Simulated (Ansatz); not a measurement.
**C₂H₆BFO: up Jacob's ladder to CCSD(T)**

One table from this session's results is given with a row withheld; the runs are named, their logs left out.

Computed with Ansatz 0.2.0, Gaussian basis. Level: functionals in def2-TZVPP, the program's frozen cores in correlated methods.

Plan: PBE-D4, r2SCAN-D4, PBE0-D4, B3LYP-D4, ωB97X-V, ωB97M-V, B2PLYP; CCSD(T)/def2-TZVPP; MP2/def2-QZVPP; extrapolation to the limit.

### The relaxed structure

An earlier PBE0-D4 in a triple-zeta def2 set relaxation fixed the geometry.

SMILES `BOC(C)F`, 11 atoms, charge 0, spin multiplicity 1.

Atoms are counted from 1 here; the program's logs count them from 0.

Bond lengths: B1–O2 1.348 Å, B1–H6 1.194 Å, B1–H7 1.201 Å, O2–C3 1.397 Å, C3–C4 1.500 Å, C3–F5 1.372 Å, C3–H8 1.096 Å, C4–H9 1.090 Å, C4–H10 1.091 Å, C4–H11 1.091 Å. Angles: O2–B1–H6 116.8°, O2–B1–H7 119.9°, H6–B1–H7 123.3°, B1–O2–C3 121.4°, O2–C3–C4 110.2°, O2–C3–F5 107.2°, O2–C3–H8 109.8°, C4–C3–F5 109.5°, C4–C3–H8 113.2°, F5–C3–H8 106.8°, C3–C4–H9 109.9°, C3–C4–H10 109.5°, C3–C4–H11 110.0°, H9–C4–H10 109.4°, H9–C4–H11 109.0°, H10–C4–H11 109.1°.

Set-up of the first run:

The input, in.yaml:

```yaml
crystal:
  periodic: [false, false, false]
  atoms:
    - {symbol: B, position_ang: [-1.356183, 1.409386, -0.484152]}
    - {symbol: O, position_ang: [-0.349065, 0.876514, 0.235712]}
    - {symbol: C, position_ang: [-0.089016, -0.496452, 0.220145]}
    - {symbol: C, position_ang: [1.390065, -0.743050, 0.224132]}
    - {symbol: F, position_ang: [-0.644428, -1.027739, 1.357202]}
    - {symbol: H, position_ang: [-1.527854, 2.586649, -0.382202]}
    - {symbol: H, position_ang: [-2.019281, 0.706342, -1.197116]}
    - {symbol: H, position_ang: [-0.601931, -0.961691, -0.629902]}
    - {symbol: H, position_ang: [1.587189, -1.814418, 0.270112]}
    - {symbol: H, position_ang: [1.837810, -0.254909, 1.090720]}
    - {symbol: H, position_ang: [1.838094, -0.337531, -0.684052]}
basis:
  gaussian: {orbitals: def2-TZVPP}
hamiltonian: {xc: pbe, dispersion: d4}
output: {forces: true, orbitals: {seedname: orbitals}}
```

Launch:

```sh
> ansatz run in.yaml --threads 4 --pin off --events-out ev --progress --plain --max-ram 10444MiB
```

Among the steps run: PBE-D4 (GGA); r2SCAN-D4 (meta-GGA); PBE0-D4 (hybrid); B3LYP-D4 (hybrid); ωB97X-V (range-separated); ωB97M-V (range-separated); B2PLYP (double hybrid); CCSD(T) in def2-TZVPP; MP2 in def2-QZVPP.

One of the session's tables, all rows but one given; the rest of the session is left out.

```
            method  atomisation energy (kJ/mol)
            PBE-D4                       4417.1
         r2SCAN-D4                       4341.1
           PBE0-D4                       4333.5
          B3LYP-D4                       4325.4
           ωB97X-V                       4330.0
           ωB97M-V                       4339.1
            B2PLYP                            ?
     HF/def2-TZVPP                       3220.4
    MP2/def2-TZVPP                       4303.4
   CCSD/def2-TZVPP                       4159.0
CCSD(T)/def2-TZVPP                       4217.5
           MP2/CBS                       4400.9
       CCSD(T)/CBS                       4315.0
```

Estimate the missing values for B2PLYP.

**Answer.** atomisation energy (kJ/mol): 4289.1. In the column «atomisation energy (kJ/mol)» it lies between CCSD(T)/def2-TZVPP (4217.5) and MP2/def2-TZVPP (4303.4).

To keep in mind: Free atoms (1 B, 1 O, 2 C, 1 F, 6 H) were run apart at each level; the atomisation energy is their sum less the molecule, without zero-point or spin-orbit terms.
